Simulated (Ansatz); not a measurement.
Run this with the Ansatz DFT code, driven from Python and show what comes out.

Contents of `scf.yaml`:
```yaml
crystal:
  lattice:
    - [3.249904, 0.0, 0.0]
    - [-1.624952, 2.8145, 0.0]
    - [0.0, 0.0, 3.246103]
  atoms:
    - { symbol: Ta, position: [0.333333, 0.666667, 0.0] }
    - { symbol: Be, position: [0.666667, 0.333333, 0.5] }
    - { symbol: B, position: [0.0, 0.0, 0.5] }
kpoints:
  mp_grid: { grid: [8, 8, 7] }
hamiltonian:
  xc: r2scan
scf:
  occupations: { method: cold, width: 0.05 }
basis:
  ecutwfc: "560 eV"
output:
  forces: true
  stress: true
```

Script `tabeb_yaml_run.py`:
```python
import ansatz as az
import numpy as np
import yaml

with open('scf.yaml') as handle:
    tree = yaml.safe_load(handle)
print('sections:', list(tree))
res = az.Session.from_dict(tree).plan(threads=1).execute()
r = res.report

n_atoms = len(r['lattice']['sites'])
print('F =', round(r['free_energy_ev'], 4), 'eV for', n_atoms, 'atoms')
print('E(sigma -> 0) =', round(r['energy_sigma0_ev'], 4), 'eV, TS =', round(r['entropy_ts_ev'], 5), 'eV')
print('closed by', r['closed_by'], 'after', r['n_iterations'], 'iterations')

stress = np.array(r['stress_gpa'])
print(f'pressure {np.trace(stress) / 3:.3f} GPa')
print('stress tensor, GPa, positive in compression')
print(np.round(stress, 3) + 0.0)

forces = np.array(r['forces_ev_ang'])
norms = np.linalg.norm(forces, axis=1)
print('largest force {:.4f} eV/A on atom {}'.format(norms.max(), norms.argmax()))
print(np.array2string(forces, precision=4, suppress_small=True))

terms = r['components']
print({name: round(terms[name], 3) for name in ('e_kinetic', 'e_hartree', 'e_xc', 'e_local', 'e_nonlocal')})
```

```console
$ python tabeb_yaml_run.py
sections: ['crystal', 'kpoints', 'hamiltonian', 'scf', 'basis', 'output']
DeckWarning: the atoms were moved onto the symmetric positions of the space group found under crystal.symmetry.tolerance 1.0e-5 (fractional; no operation is sought that the atoms, as they stand in a round, miss by more than twice it, and no atom is moved by [...]
F = -10196.3937 eV for 3 atoms
E(sigma -> 0) = -10196.3937 eV, TS = 4e-05 eV
closed by deck_thresholds after 7 iterations
pressure -0.717 GPa
stress tensor, GPa, positive in compression
[[-0.631  0.     0.   ]
 [ 0.    -0.631  0.   ]
 [ 0.     0.    -0.888]]
largest force 0.0000 eV/A on atom 1
[[ 0.  0.  0.]
 [ 0. -0. -0.]
 [-0.  0.  0.]]
{'e_kinetic': 439.044, 'e_hartree': 228.606, 'e_xc': -256.77, 'e_local': -637.867, 'e_nonlocal': 30.243}
```
(Warnings from the package without file and line, shortened, repeats left out.)

Reading the output:
- Total energies depend on the potentials; only differences at equal settings carry meaning. A total without «per atom» is that of the cell as typed.
- The energy terms are those on the plane-wave grid, with the one-centre PAW part apart; the terms shown are only some of the summands, so they needn't add up to F.
- For a metal this k-point mesh is coarse: on a finer one energies can move by several to tens of meV an atom and pressures by half a GPa or more, differences at one mesh by less.
- Spin-orbit coupling, which matters for elements this heavy, is left out.
- This cell is a computed structure, which may not be the phase found in nature.
- Finished in 4.9 s on 1 thread of Arm Neoverse V2, on a shared host, peak memory 0.47 GiB.

(Lines on the test bed's own set-up are left out of the output.)
